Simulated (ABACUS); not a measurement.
Here is an ABACUS 3.10.1 calculation.

Contents of INPUT:

```
INPUT_PARAMETERS
suffix              CoO
calculation         scf
basis_type          pw
pseudo_dir          ./
symmetry            1
dft_functional      pbe
ecutwfc             97
pseudo_rcut         7
nspin               2
nbands              17
ks_solver           dav
smearing_method     fd
smearing_sigma      0.00367493
scf_thr             1e-08
scf_nmax            100
mixing_type         broyden
mixing_beta         0.4
cal_force           1
cal_stress          1
kpar                4
```

STRU

```
ATOMIC_SPECIES
Co 58.9332 Co.upf
O 15.9990 O.upf

LATTICE_CONSTANT
1.8897261246

LATTICE_VECTORS
0.0000000000 2.1315016600 2.1315016600
2.1315016600 0.0000000000 2.1315016600
2.1315016600 2.1315016600 0.0000000000

ATOMIC_POSITIONS
Direct

Co
0.0
1
0.0000000000 0.0000000000 0.0000000000 1 1 1 mag 2

O
0.0
1
0.5000000000 0.5000000000 0.5000000000 1 1 1 mag 0
```

Contents of KPT:

```
K_POINTS
0
Gamma
11 11 11 0 0 0
```

Potentials or basis: PseudoDojo NC SR 0.4.1 PBE standard, plane waves.

Launch:

```console
$ OMP_NUM_THREADS=1 mpirun -np 4 abacus > log
```

Estimate the net moment.

2.99 μB per cell.

What does it give for the pressure?

-2.0 GPa.

What does it give for the band gap on the k mesh?

None (metal or under the smearing width).

Caveat: a cell with one magnetic atom can't hold antiferromagnetic order, which such compounds often take; semilocal functionals often make such compounds metallic where correlation or magnetic order opens a gap, which also shifts bond lengths. With open d or f shells a metallic result of PBE can be an artefact of self-interaction; +U or a hybrid may open a gap.
